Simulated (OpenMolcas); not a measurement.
# Si³⁺: RASSCF and RASPT2 terms and fine-structure levels, part 2 of 2

Which level of Si³⁺ lies lowest, and where do the others fall? The reference wave functions come first, then spin-orbit coupling, then second-order correlation under several settings.

OpenMolcas 26.06; ANO-R1, X2C, active space 1 electron in 9 orbitals (RAS2 3s 3p; RAS3 3d, at most 1 electrons), orbitals: ground spin, each parity. Earlier steps stand in the parts before.

## Step 7: CASPT2: IPEA 0.75 (closed shells correlated: 2s 2p)

File a.inp:

```
>>> COPY JOB001 $Project.JobIph
&CASPT2
Multistate=1 1
Frozen=1 0
IPEA=0.75
MaxIter=60
WThr=0.0 0.3 0.05
PrWF=0.5
NoMix
>>> COPY JOB002 $Project.JobIph
&CASPT2
Multistate=3 1 2 3
Frozen=1 0
IPEA=0.75
MaxIter=60
WThr=0.0 0.3 0.05
PrWF=0.5
NoMix
```

Log:

```text
Orbital specifications:
      -----------------------

      Symmetry species                           1   2
                                                ag  au
      Frozen orbitals                            1   0
      Inactive orbitals                          1   3
      Active orbitals                            6   3
      Secondary orbitals                         1   3
      Deleted orbitals                           0   0
      Number of basis functions                  9   9
Type of calculation                        SS-CASPT2
      Fock operator                              state-specific
      IPEA shift                                 0.75
      Real shift                                 0.00
      Imaginary shift                            0.00
      The input orbitals will be transformed to quasi-canonical
Reference energy:        -287.4213688017
      E2 (Non-variational):      -0.0220443840
      E2 (Variational):          -0.0220443784
      Total energy:            -287.4434131802
      Residual norm:              0.0000004062
      Reference weight:           0.99788
      Contributions to the CASPT2 correlation energy
      Active & Virtual Only:         -0.0000000000
      One Inactive Excited:          -0.0018165441
      Two Inactive Excited:          -0.0202278399
::    CASPT2 Root  1     Total energy:   -287.44341318
Orbital specifications:
      -----------------------

      Symmetry species                           1   2
                                                ag  au
      Frozen orbitals                            1   0
      Inactive orbitals                          1   3
      Active orbitals                            6   3
      Secondary orbitals                         1   3
      Deleted orbitals                           0   0
      Number of basis functions                  9   9
Type of calculation                        MS-CASPT2
      Fock operator                              state-specific
      IPEA shift                                 0.75
      Real shift                                 0.00
      Imaginary shift                            0.00
      The input orbitals will be transformed to quasi-canonical
Reference energy:        -287.0790592924
      E2 (Non-variational):      -0.0213540132
      E2 (Variational):          -0.0213540153
      Total energy:            -287.1004133077
      Residual norm:              0.0000001916
      Reference weight:           0.99798
      Contributions to the CASPT2 correlation energy
      Active & Virtual Only:         -0.0000000000
      One Inactive Excited:          -0.0018524766
      Two Inactive Excited:          -0.0195015366
Reference energy:        -287.0790592924
      E2 (Non-variational):      -0.0213540132
      E2 (Variational):          -0.0213540153
      Total energy:            -287.1004133077
      Residual norm:              0.0000001916
      Reference weight:           0.99798
      Contributions to the CASPT2 correlation energy
      Active & Virtual Only:         -0.0000000000
      One Inactive Excited:          -0.0018524766
      Two Inactive Excited:          -0.0195015366
::    CASPT2 Root  1     Total energy:   -287.10041331
::    CASPT2 Root  2     Total energy:   -287.10041331
::    CASPT2 Root  3     Total energy:   -287.10041331
::    MS-CASPT2 Root  1     Total energy:   -287.10041331
::    MS-CASPT2 Root  2     Total energy:   -287.10041331
::    MS-CASPT2 Root  3     Total energy:   -287.10041331
```

Time for this run: 1.1 s (1 thread, shared host).

SS-RASPT2: lowest energy less the reference's lowest, -0.0220 hartree; reference weights 0.998. These are the single-state energies of the run (the lines without MS-).

Fine-structure levels, from the RASSI matrix with the averaged CASPT2 term energies on its diagonal:

| Configuration | Term | J | E (cm⁻¹) | g | Leading % |
| --- | --- | --- | --- | --- | --- |
| 3s | ²S | 1/2 | 0.0 | 2.002 | 100 |
| 3p | ²P° | 1/2 | 74950 | 0.666 | 100 |
| 3p | ²P° | 3/2 | 75440 | 1.334 | 100 |

## Step 8: CASPT2: IPEA 0.6, imaginary shift 0.25 (closed shells correlated: none)

File a.inp:

```
>>> COPY JOB001 $Project.JobIph
&CASPT2
Multistate=1 1
Frozen=2 3
IPEA=0.6
Imaginary=0.25
MaxIter=60
WThr=0.0 0.3 0.05
PrWF=0.5
NoMix
>>> COPY JOB002 $Project.JobIph
&CASPT2
Multistate=3 1 2 3
NoMult
Frozen=2 3
IPEA=0.6
Imaginary=0.25
MaxIter=60
WThr=0.0 0.3 0.05
PrWF=0.5
NoMix
```

Log, cut to the lines that bear on the results:

```text
[...]
      Active orbitals                            6   3
[...]
      E2 (Variational):          -0.0000000000
      Total energy:            -287.4213688017
[...]
::    CASPT2 Root  1     Total energy:   -287.42136880
[...]
      Reference weight:           1.00000
[...]
::    CASPT2 Root  1     Total energy:   -287.07905929
::    CASPT2 Root  2     Total energy:   -287.07905929
::    CASPT2 Root  3     Total energy:   -287.07905929
```

Time for this run: 0.78 s (1 thread, shared host).

SS-RASPT2: lowest energy less the reference's lowest, 0.0000 hartree; reference weights 1.000.

Spin-free terms, from the roots grouped by L:

```
configuration  term  E (cm⁻¹)  spread (cm-1)
           3s    ²S       0.0              0
           3p   ²P°     75130              0
```

Fine-structure levels, from the RASSI matrix with the averaged CASPT2 term energies on its diagonal:

| Configuration | Term | J | E (cm⁻¹) | g | Leading % |
| --- | --- | --- | --- | --- | --- |
| 3s | ²S | 1/2 | 0.0 | 2.002 | 100 |
| 3p | ²P° | 1/2 | 74800 | 0.666 | 100 |
| 3p | ²P° | 3/2 | 75290 | 1.334 | 100 |

## Step 9: CASPT2: IPEA 0.3, sigma2 regulariser 0.4 (closed shells correlated: 2s 2p)

File a.inp:

```
>>> COPY JOB001 $Project.JobIph
&CASPT2
Multistate=1 1
Frozen=1 0
IPEA=0.3
Sig2=0.4
MaxIter=60
WThr=0.0 0.3 0.05
PrWF=0.5
NoMix
>>> COPY JOB002 $Project.JobIph
&CASPT2
Multistate=3 1 2 3
Frozen=1 0
IPEA=0.3
Sig2=0.4
MaxIter=60
WThr=0.0 0.3 0.05
PrWF=0.5
NoMix
```

On the command line:

```
$ OMP_NUM_THREADS=1 MOLCAS_MEM=2252 MOLCAS_PROJECT=a pymolcas a.inp > a.log
```

Log:

```text
Orbital specifications:
      -----------------------

      Symmetry species                           1   2
                                                ag  au
      Frozen orbitals                            1   0
      Inactive orbitals                          1   3
      Active orbitals                            6   3
      Secondary orbitals                         1   3
      Deleted orbitals                           0   0
      Number of basis functions                  9   9
Type of calculation                        SS-CASPT2
      Fock operator                              state-specific
      IPEA shift                                 0.30
      Real shift                                 0.00
      Imaginary shift                            0.00
      Sigma^2 regularizer                        0.40
      The input orbitals will be transformed to quasi-canonical
Reference energy:        -287.4213688017
      E2 (Non-variational):      -0.0221637132
      Shift correction:           0.0000000058
      E2 (Variational):          -0.0221637074
      Total energy:            -287.4435325091
      Residual norm:              0.0000004289
      Reference weight:           0.99785
      Contributions to the CASPT2 correlation energy
      Active & Virtual Only:         -0.0000000000
      One Inactive Excited:          -0.0019035526
      Two Inactive Excited:          -0.0202601606
::    CASPT2 Root  1     Total energy:   -287.44353251
Orbital specifications:
      -----------------------

      Symmetry species                           1   2
                                                ag  au
      Frozen orbitals                            1   0
      Inactive orbitals                          1   3
      Active orbitals                            6   3
      Secondary orbitals                         1   3
      Deleted orbitals                           0   0
      Number of basis functions                  9   9
Type of calculation                        MS-CASPT2
      Fock operator                              state-specific
      IPEA shift                                 0.30
      Real shift                                 0.00
      Imaginary shift                            0.00
      Sigma^2 regularizer                        0.40
      The input orbitals will be transformed to quasi-canonical
Reference energy:        -287.0790592924
      E2 (Non-variational):      -0.0214771612
      Shift correction:          -0.0000000025
      E2 (Variational):          -0.0214771637
      Total energy:            -287.1005364561
      Residual norm:              0.0000002151
      Reference weight:           0.99795
      Contributions to the CASPT2 correlation energy
      Active & Virtual Only:         -0.0000000000
      One Inactive Excited:          -0.0019325672
      Two Inactive Excited:          -0.0195445941
Reference energy:        -287.0790592924
      E2 (Non-variational):      -0.0214771612
      Shift correction:          -0.0000000025
      E2 (Variational):          -0.0214771637
      Total energy:            -287.1005364561
      Residual norm:              0.0000002151
      Reference weight:           0.99795
      Contributions to the CASPT2 correlation energy
      Active & Virtual Only:         -0.0000000000
      One Inactive Excited:          -0.0019325672
      Two Inactive Excited:          -0.0195445941
::    CASPT2 Root  1     Total energy:   -287.10053646
::    CASPT2 Root  2     Total energy:   -287.10053646
::    CASPT2 Root  3     Total energy:   -287.10053646
::    MS-CASPT2 Root  1     Total energy:   -287.10053646
::    MS-CASPT2 Root  2     Total energy:   -287.10053646
::    MS-CASPT2 Root  3     Total energy:   -287.10053646
```

Time for this run: 1.1 s (1 thread, shared host).

SS-RASPT2: lowest energy less the reference's lowest, -0.0222 hartree; reference weights 0.998. These are the single-state energies of the run (the lines without MS-).

The roots that group into whole terms:

```csv
configuration,term,E (cm⁻¹),spread (cm-1)
3s,²S,0.0,0
3p,²P°,75280,0
```

Fine-structure levels, from the RASSI matrix with the averaged CASPT2 term energies on its diagonal:

| Configuration | Term | J | E (cm⁻¹) | g | Leading % |
| --- | --- | --- | --- | --- | --- |
| 3s | ²S | 1/2 | 0.0 | 2.002 | 100 |
| 3p | ²P° | 1/2 | 74950 | 0.666 | 100 |
| 3p | ²P° | 3/2 | 75440 | 1.334 | 100 |

## Step 10: The methods side by side

A. RASSCF
B. SS-RASPT2, IPEA 0.75 (closed shells correlated: 2s 2p)
C. SS-RASPT2, IPEA 0.6, imaginary shift 0.25 (closed shells correlated: none)
D. SS-RASPT2, IPEA 0.3, sigma2 regulariser 0.4 (closed shells correlated: 2s 2p)

Energies in cm⁻¹ above each method's lowest level; measured values from NIST levels in Kelleher and Podobedova, J. Phys. Chem. Ref. Data 37, 1285 (2008).

```
     level      A      B      C      D  measured
 3s ²S_1/2    0.0    0.0    0.0    0.0       0.0
3p ²P°_1/2  74801  74950  74800  74950     71288
3p ²P°_3/2  75292  75440  75290  75440     71749
```

Mean absolute deviation from the 2 measured excited levels that all methods hold: A 3500 cm⁻¹, B 3700 cm⁻¹, C 3500 cm⁻¹, D 3700 cm⁻¹.

## Step 11: What came out

The summary covers parts 1 to 2.

| quantity | value |
| --- | --- |
| method | SS-RASPT2, IPEA 0.75 (closed shells correlated: 2s 2p) |
| lowest level | 3s ²S_1/2, 100 % of that term, g = 2.002 |
| ground level listed by NIST | 2S1/2 |
| first excited level | 3p ²P°_1/2 at 74950 cm⁻¹ |
| strongest of the lines computed, by gA, at RASSCF energies | 3p ²P°_3/2 → 3s ²S_1/2, 132.8 nm, A = 1.11e+09 s⁻¹ |

Cost and accuracy by method:

```
                                                method  time of its own steps  time with the reference  mean absolute difference from the measured levels (cm-1)
                                             A. RASSCF                    7 s                      7 s                                                      3500
                       B. SS-RASPT2, IPEA 0.75, +2s 2p                  1.1 s                    8.1 s                                                      3700
   C. SS-RASPT2, IPEA 0.6, imaginary shift 0.25, +none                 0.78 s                    7.8 s                                                      3500
D. SS-RASPT2, IPEA 0.3, sigma2 regulariser 0.4, +2s 2p                  1.1 s                    8.1 s                                                      3700
```

Times are of one thread on a shared host.

In words: Method A lies closest to the measured levels (3500 cm⁻¹ on average, level with C) and B farthest (3700). Only the configurations of the active space and the roots asked for are present. Not all states of the active space went into the spin-orbit step. The levels of the extra active shells were not computed. The basis is small and contracted for the neutral atom, so it is rough for this charge. Only valence configurations of the active space appear, up to the ionisation limit; * or ° marks odd parity.
